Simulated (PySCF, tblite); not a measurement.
# C4H10B2N2: geometry, infrared bands and NMR shifts

Aim: predict the infrared bands and NMR shifts of C4H10B2N2 (`C#CCCBB(N)N`).

Computed with tblite 0.8.0 and PySCF 2.14.0, with density-fitted response routines of our own, on a single molecule in the gas phase. Atoms count from 0, in the outputs and in this text.

### 1 The starting structure

18 atoms, charge 0, multiplicity 1; geometry from: force field or distance geometry start.

Bonds of the start (Å): C0–C1 1.22, C1–C2 1.46, C2–C3 1.51, C3–B4 1.60, B4–B5 1.66, B5–N6 1.54, B5–N7 1.53, C0–H8 1.07, C2–H9 1.10, C2–H10 1.11, C3–H11 1.12, C3–H12 1.11, B4–H13 1.21, N6–H14 1.06, N6–H15 1.06, N7–H16 1.05, N7–H17 1.03.

### 2 Optimising the geometry with GFN2-xTB

What the job is given:

```
{"job": {"kind": "relax", "xc": "GFN2-xTB", "basis": "xTB"}, "charge": 0, "multiplicity": 1}
C     -1.464400    -0.194300     2.478200
C     -1.670900     0.020600     1.295200
C     -1.907100     0.253000    -0.131000
C     -1.328400    -0.841400    -0.987800
B      0.249300    -0.997300    -0.797100
B      1.217900     0.319800    -0.525400
N      1.116200     1.032700     0.830900
N      2.610500     0.329600    -1.152400
H     -1.284900    -0.380900     3.516300
H     -1.403000     1.196300    -0.402200
H     -2.991900     0.405900    -0.306400
H     -1.819800    -1.804300    -0.693300
H     -1.564500    -0.676500    -2.055900
H      0.738700    -1.901500    -1.431200
H      1.431000     2.032000     0.680100
H      1.792500     0.521400     1.470500
H      3.136100    -0.508000    -0.811000
H      3.134000     1.199100    -0.989000
```

The run is started by

```bash
OMP_NUM_THREADS=1 python probes_run.py task.json out
```

The driver reads the jobs from task.json and runs them one after another.

**Question.** This job is followed by: GFN2-xTB harmonic vibrations, gas phase; GIAO PBE0/pcSseg-1 NMR shielding, non-relativistic, gas phase. What will the session give for the following? strongest single infrared mode (GFN2-xTB); zero-point energy (GFN2-xTB); 13C shifts against TMS (PBE0/pcSseg-1); 1H shifts against TMS (PBE0/pcSseg-1, means over atoms taken as alike); 11B shifts against BF3·OEt2 (PBE0/pcSseg-1); 15N shifts against NH3 (PBE0/pcSseg-1, means over atoms taken as alike).

**Answer**, as computed:

| quantity | value |
| --- | --- |
| strongest single infrared mode (GFN2-xTB) | 484 cm⁻¹, 373 km/mol |
| zero-point energy (GFN2-xTB) | 88.6 kcal/mol |
| 13C shifts against TMS (PBE0/pcSseg-1) | 95.6, 74.0, 39.3, 20.8 ppm |
| 1H shifts against TMS (PBE0/pcSseg-1, means over atoms taken as alike) | 9.51, 2.92, 2.54, 1.96, 1.33 ppm |
| 11B shifts against BF3·OEt2 (PBE0/pcSseg-1) | 107.5, 27.8 ppm |
| 15N shifts against NH3 (PBE0/pcSseg-1, means over atoms taken as alike) | 71.8 ppm |

In words: Over 130 steps the energy fell by 2.207 eV; of the close pairs, B5–N6 changed most, 1.536 to 1.410 Å. No mode is imaginary among the 48: a minimum at this level. The strongest single mode, at 484 cm⁻¹, has its largest shares on H14, H15 and N6 (the list is cut at 3 atoms). GFN2-xTB is a fitted tight-binding method: band positions and strengths are rough. Its intensities can rank the bands wrongly. At PBE0/pcSseg-1: Shielding is most anisotropic at C1 (span 307 ppm, paramagnetic term -174 ppm).
